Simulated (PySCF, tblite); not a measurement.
# C₃H₁₄NSi₂+: excited states

What do calculations give for the excited states of C₃H₁₄NSi₂+ (`C[N+](C)(C)[SiH2][SiH3]`)?

Programs: tblite 0.8.0 and PySCF 2.14.0, with routines of our own; each step states its level. All values are computed. Atoms count from 0.

## 1. The system as given

20 atoms, charge 1, multiplicity 1; geometry from: force field or distance geometry start.

## 2. Optimising the geometry with GFN2-xTB

Job settings and geometry (Å):

```
{"job": {"kind": "relax", "xc": "GFN2-xTB", "basis": "xTB"}, "charge": 1, "multiplicity": 1}
C     -0.615300    -0.432500    -1.594400
N     -0.674500    -0.189600    -0.108400
C     -1.071300     1.222500     0.231100
C     -1.604600    -1.179700     0.561400
Si     0.998400    -0.492600     0.597000
Si     2.726800     0.855600    -0.203500
H     -1.637900    -0.287100    -1.986100
H     -0.292200    -1.450800    -1.796800
H      0.044700     0.298200    -2.066200
H     -2.101400     1.371800    -0.148600
H     -1.082200     1.374200     1.311700
H     -0.414100     1.930500    -0.270400
H     -1.296300    -2.209900     0.345200
H     -1.617200    -1.014600     1.649600
H     -2.611900    -1.011600     0.168300
H      0.809600    -0.316800     2.058500
H      1.254100    -1.912900     0.291500
H      2.793900     0.672800    -1.676200
H      4.024700     0.512300     0.445000
H      2.361600     2.270800     0.079900
```

Run with:

```console
OMP_NUM_THREADS=1 python excited_run.py task.json out
```

The driver reads the jobs from task.json and runs them one after another.

Log:

```text
step      E/eV     max force
  0    -531.74799    1.693
  1    -531.87653    1.208
  2    -531.98676    0.510
  3    -532.01664    0.297
  4    -532.03299    0.225
  5    -532.04261    0.205
  6    -532.05574    0.237
  7    -532.06299    0.193
  8    -532.06717    0.116
  9    -532.06967    0.115
 10    -532.07242    0.186
 11    -532.07533    0.174
 12    -532.07746    0.113
 13    -532.07853    0.091
 14    -532.07912    0.080
 15    -532.07955    0.071
 16    -532.07990    0.052
 17    -532.08017    0.037
 18    -532.08043    0.041
 19    -532.08072    0.051
 20    -532.08101    0.045
 21    -532.08126    0.045
 22    -532.08154    0.045
 23    -532.08193    0.063
 24    -532.08248    0.076
 25    -532.08307    0.055
 26    -532.08355    0.043
 27    -532.08392    0.048
 28    -532.08432    0.062
 29    -532.08480    0.071
 30    -532.08525    0.050
 31    -532.08557    0.038
 32    -532.08584    0.048
 33    -532.08613    0.047
 34    -532.08645    0.040
 35    -532.08668    0.035
 36    -532.08681    0.022
 37    -532.08688    0.020
 38    -532.08694    0.030
 39    -532.08702    0.032
 40    -532.08710    0.022
 41    -532.08719    0.024
 42    -532.08726    0.018
 43    -532.08729    0.015
 44    -532.08731    0.012
 45    -532.08733    0.012
 46    -532.08735    0.011
 47    -532.08737    0.010
 48    -532.08739    0.010
 49    -532.08740    0.009
```

It took 0.3 s on 1 thread of Arm Neoverse V2, shared host.

Step by step: (not every step is listed)

```
step  energy from step 0 (eV)  largest force (eV/Å)
   0                   0.0000                1.6933
   1                  -0.1285                1.2080
   2                  -0.2388                0.5096
   3                  -0.2687                0.2972
   4                  -0.2850                0.2253
   5                  -0.2946                0.2047
   6                  -0.3078                0.2373
   7                  -0.3150                0.1932
   8                  -0.3192                0.1159
  11                  -0.3273                0.1738
  14                  -0.3311                0.0803
  17                  -0.3322                0.0369
  20                  -0.3330                0.0452
  23                  -0.3339                0.0625
  26                  -0.3356                0.0433
  29                  -0.3368                0.0709
  32                  -0.3379                0.0484
  35                  -0.3387                0.0348
  38                  -0.3390                0.0300
  41                  -0.3392                0.0239
  44                  -0.3393                0.0117
  45                  -0.3393                0.0124
  46                  -0.3394                0.0110
  47                  -0.3394                0.0104
  48                  -0.3394                0.0105
  49                  -0.3394                0.0086
```

Close pairs (by a distance rule), those that changed most:

| bond | before (Å) | after (Å) | change (Å) |
| --- | --- | --- | --- |
| N1–Si4 | 1.841 | 1.941 | +0.100 |
| N1–C3 | 1.515 | 1.468 | -0.047 |
| C0–N1 | 1.507 | 1.465 | -0.042 |
| N1–C2 | 1.506 | 1.465 | -0.041 |
| Si5–H18 | 1.491 | 1.456 | -0.035 |
| Si5–H19 | 1.489 | 1.467 | -0.022 |
| Si5–H17 | 1.486 | 1.467 | -0.019 |
| Si4–H15 | 1.484 | 1.466 | -0.018 |

The end geometry stands in the next job.

## 3. Vibrational analysis with GFN2-xTB

Job settings and geometry (Å):

```
{"job": {"kind": "ir", "xc": "GFN2-xTB", "basis": "xTB"}, "charge": 1, "multiplicity": 1}
C     -0.599482    -0.419383    -1.517476
N     -0.632471    -0.216891    -0.066982
C     -1.036493     1.161647     0.220222
C     -1.620873    -1.131698     0.516844
Si     1.128453    -0.548256     0.678336
Si     2.702520     0.918676    -0.262270
H     -1.587410    -0.259252    -1.952297
H     -0.284781    -1.435500    -1.745721
H      0.096751     0.276909    -1.979904
H     -2.034720     1.361173    -0.172594
H     -1.051419     1.330287     1.294920
H     -0.340743     1.862114    -0.236751
H     -1.345973    -2.163540     0.310521
H     -1.670051    -0.993553     1.594446
H     -2.610320    -0.944779     0.097341
H      0.733077    -0.429419     2.085064
H      1.161705    -1.983501     0.381476
H      2.715146     0.716225    -1.714984
H      3.992634     0.614773     0.339268
H      2.279304     2.294647     0.019021
```

Log:

```text
mode    cm-1     km/mol
  1     -23.2      0.00
  2      78.2      0.00
  3     117.1      0.91
  4     212.7      0.96
  5     239.5      5.94
  6     244.8      0.01
  7     286.7      1.86
  8     290.8      0.91
  9     297.5     49.68
 10     343.4     32.91
 11     418.3      1.11
 12     425.7      3.68
 13     442.1      4.39
 14     463.9     32.28
 15     484.6      8.11
 16     533.1     36.40
 17     635.6     16.14
 18     708.5    754.09
 19     759.3    121.34
 20     763.3    185.31
 21     773.6    175.31
 22     805.4     15.77
 23     882.8     36.82
 24    1019.3     11.48
 25    1022.4      0.89
 26    1023.6      5.40
 27    1078.2     10.67
 28    1080.2      6.65
 29    1227.4      2.57
 30    1237.3      7.23
 31    1241.7      9.62
 32    1420.0     20.31
 33    1421.5     18.46
 34    1442.9      8.14
 35    1461.4      1.10
 36    1462.0      0.31
 37    1465.0      1.09
 38    1482.9     30.20
 39    1485.3     28.78
 40    1487.2     43.19
 41    2226.8      7.32
 42    2237.9     51.19
 43    2249.9    566.40
 44    2255.0    121.35
 45    2341.8    208.14
 46    3007.1      1.25
 47    3007.8      0.96
 48    3010.6     16.24
 49    3040.0      0.15
 50    3042.5      8.11
 51    3043.5      1.08
 52    3044.3      7.23
 53    3048.7      8.86
 54    3049.2      8.79
```

Wall time 0.62 s (1 thread of Arm Neoverse V2, shared host).

The strongest bands and the atoms that carry them (share of the mass-weighted mode):

```csv
cm⁻¹,km/mol,atoms
708,754.1,"H16 31 %, H15 31 %, H18 12 %"
759,121.3,"H18 55 %, H17 22 %, H19 20 %"
763,185.3,"H15 29 %, H16 29 %, H19 14 %, H17 13 %"
774,175.3,"H19 44 %, H17 44 %"
2238,51.2,"H19 45 %, H17 43 %"
2250,566.4,"H17 29 %, H19 27 %, H15 21 %, H16 18 %"
2255,121.3,"H16 46 %, H15 42 %"
2342,208.1,H18 96 %
```

## 4. Excited states: TDA B3LYP/def2-SVPD

Settings changed since step 3:

```diff
@@ -1,2 +1,2 @@
-{"job": {"kind": "ir", "xc": "GFN2-xTB", "basis": "xTB"}, "charge": 1, "multiplicity": 1}
+{"job": {"kind": "states", "xc": "B3LYP", "basis": "def2-SVPD", "tda": true, "soc": true, "nstates": 5, "ntriplets": 4, "nquad": 4}, "charge": 1, "multiplicity": 1}
 C     -0.599482    -0.419383    -1.517476
```

Level: TDA B3LYP/def2-SVPD excited states, vertical, gas phase, spin-orbit mean-field couplings.

Log:

```text
coarse grid: 16248 points
cycle   1  E = -755.8493762096  dE =  3.966e-01  |g| = 3.494e-01  |ddm| = 7.049e+00
cycle   2  E = -755.8391294261  dE =  1.025e-02  |g| = 4.313e-01  |ddm| = 1.354e+00
cycle   3  E = -755.8810505748  dE = -4.192e-02  |g| = 7.723e-02  |ddm| = 6.252e-01
cycle   4  E = -755.8821612703  dE = -1.111e-03  |g| = 2.767e-02  |ddm| = 1.529e-01
cycle   5  E = -755.8823570134  dE = -1.957e-04  |g| = 5.866e-03  |ddm| = 5.686e-02
cycle   6  E = -755.8823655648  dE = -8.551e-06  |g| = 9.272e-04  |ddm| = 1.365e-02
final grid: 143680 points
cycle   7  E = -755.9850812799  dE = -5.825e-05  |g| = 6.630e-03  |ddm| = 1.907e-01
cycle   8  E = -755.9850783050  dE =  2.975e-06  |g| = 7.471e-03  |ddm| = 3.027e-02
cycle   9  E = -755.9850928750  dE = -1.457e-05  |g| = 5.141e-04  |ddm| = 1.300e-02
cycle  10  E = -755.9850929287  dE = -5.366e-08  |g| = 2.972e-04  |ddm| = 1.440e-03
cycle  11  E = -755.9850929465  dE = -1.782e-08  |g| = 5.419e-05  |ddm| = 3.765e-04
cycle  12  E = -755.9850929472  dE = -6.760e-10  |g| = 1.175e-05  |ddm| = 1.574e-04
converged SCF energy = -755.9850929472

Singlet excitations
state   eV       nm        f     d(h-e)  d(exc)  Lambda  PR(NTO)  |dmu|/D   mu/D   main configurations
  1   6.7013   185.0   0.02349   0.606   2.834   0.649   1.064    1.959    1.834   H->L 0.95
  2   7.3330   169.1   0.00333   0.872   3.092   0.455   1.134    2.707    2.216   H-1->L 0.91
  3   7.7936   159.1   0.03336   1.611   3.401   0.527   1.252    4.663    3.299   H-2->L 0.86, H->L+2 0.09
  4   7.8422   158.1   0.01304   0.529   2.987   0.580   1.921    1.531    2.011   H-4->L 0.56, H->L+1 0.30
  5   7.9613   155.7   0.03123   0.249   2.877   0.617   2.141                     H->L+1 0.52, H-4->L 0.39

Triplet excitations (Tamm-Dancoff)
state   eV     d(h-e)  d(exc)  Lambda  PR(NTO)   main configurations
  1   5.8140   0.493   2.683   0.652   1.010   H->L 0.97
  2   6.7283   0.118   2.686   0.653   1.351   H->L+1 0.83, H-1->L 0.12
  3   6.9954   0.199   2.842   0.491   1.382   H-1->L 0.69, H->L+1 0.15, H-4->L 0.14
  4   7.1504   1.285   3.110   0.520   1.159   H-2->L 0.89
S1 - T1 = 0.8873 eV

Spin-orbit couplings |<S|Hso|T>| (cm-1)
             T1       T2       T3       T4
S0       41.072   15.033   33.382    2.361
S1        5.050   30.561   44.618   39.081
S2       51.427    2.511    0.055   28.301
S3       32.735   12.374   27.240    4.857
S4        9.343    7.388    4.036   15.907
S5       17.675    5.268    5.920    9.120
T1 sublevels (cm-1): 0.000 0.034 0.059   radiative rates (1/s): 11.1 156 449
```

Run time: 40 s. Hardware: 1 thread of Arm Neoverse V2, shared host; peak memory 0.93 GiB.

From this job:

| quantity | value |
| --- | --- |
| S1 less T1 | 0.89 eV |

## 5. Excited states: TDDFT B3LYP/def2-SVPD

Settings changed since step 4:

```diff
@@ -1,2 +1,2 @@
-{"job": {"kind": "states", "xc": "B3LYP", "basis": "def2-SVPD", "tda": true, "soc": true, "nstates": 5, "ntriplets": 4, "nquad": 4}, "charge": 1, "multiplicity": 1}
+{"job": {"kind": "states", "xc": "B3LYP", "basis": "def2-SVPD", "tpa": true, "nstates": 6, "nquad": 5, "ntriplets": 0}, "charge": 1, "multiplicity": 1}
 C     -0.599482    -0.419383    -1.517476
```

Method: TDDFT B3LYP/def2-SVPD excited states, vertical, gas phase, two-photon moments by quadratic response.

Log:

```text
coarse grid: 16248 points
cycle   1  E = -755.8493762096  dE =  3.966e-01  |g| = 3.494e-01  |ddm| = 7.049e+00
cycle   2  E = -755.8391294261  dE =  1.025e-02  |g| = 4.313e-01  |ddm| = 1.354e+00
cycle   3  E = -755.8810505748  dE = -4.192e-02  |g| = 7.723e-02  |ddm| = 6.252e-01
cycle   4  E = -755.8821612703  dE = -1.111e-03  |g| = 2.767e-02  |ddm| = 1.529e-01
cycle   5  E = -755.8823570134  dE = -1.957e-04  |g| = 5.866e-03  |ddm| = 5.686e-02
cycle   6  E = -755.8823655648  dE = -8.551e-06  |g| = 9.272e-04  |ddm| = 1.365e-02
final grid: 143680 points
cycle   7  E = -755.9850812799  dE = -5.825e-05  |g| = 6.630e-03  |ddm| = 1.907e-01
cycle   8  E = -755.9850783050  dE =  2.975e-06  |g| = 7.471e-03  |ddm| = 3.027e-02
cycle   9  E = -755.9850928750  dE = -1.457e-05  |g| = 5.141e-04  |ddm| = 1.300e-02
cycle  10  E = -755.9850929287  dE = -5.366e-08  |g| = 2.972e-04  |ddm| = 1.440e-03
cycle  11  E = -755.9850929465  dE = -1.782e-08  |g| = 5.419e-05  |ddm| = 3.765e-04
cycle  12  E = -755.9850929472  dE = -6.760e-10  |g| = 1.175e-05  |ddm| = 1.574e-04
converged SCF energy = -755.9850929472

Singlet excitations
state   eV       nm        f     d(h-e)  d(exc)  Lambda  PR(NTO)  |dmu|/D   mu/D   delta(TPA)   sigma/GM   main configurations
  1   6.6535   186.3   0.01920   0.606   2.838   0.649   1.071    1.964    1.840        2.30      0.037   H->L 0.96
  2   7.3222   169.3   0.00309   0.868   3.096   0.454   1.126    2.679    2.201        0.64      0.013   H-1->L 0.91
  3   7.7635   159.7   0.03489   1.577   3.397   0.526   1.239    4.566    3.236       33.65      0.743   H-2->L 0.88
  4   7.8165   158.6   0.01928   0.493   2.964   0.600   2.132    1.386    2.001        2.83      0.063   H->L+1 0.47, H-4->L 0.38
  5   7.9116   156.7   0.01942   0.216   2.897   0.599   2.039    0.647    2.971        0.72      0.017   H-4->L 0.57, H->L+1 0.38
  6   8.0576   153.9   0.06343   1.651   3.462   0.604   1.146                                            H-3->L 0.94
```

It took 53 s on 1 thread of Arm Neoverse V2, shared host; peak memory 0.96 GiB.

## 6. Summary of results

| quantity | value |
| --- | --- |
| strongest single infrared mode (GFN2-xTB) | 708 cm⁻¹, 754 km/mol |
| zero-point energy (GFN2-xTB) | 101.3 kcal/mol |
| S1 less T1 (step 4, TDA B3LYP/def2-SVPD) | 0.89 eV |

In words: The lowest mode is imaginary (23i cm⁻¹), so the xTB geometry is not a minimum: the zero-point energy counts the real modes alone, and all values at this geometry belong to a saddle point. The strongest single mode, at 708 cm⁻¹, is carried by H16, H15, H18. GFN2-xTB is a fitted tight-binding method: band positions and strengths are rough. Its intensities can rank the bands wrongly. In step 4, the number of triplets below S1 is 1, and the largest singlet-triplet spin-orbit coupling is S2–T1, 51.43 cm⁻¹.
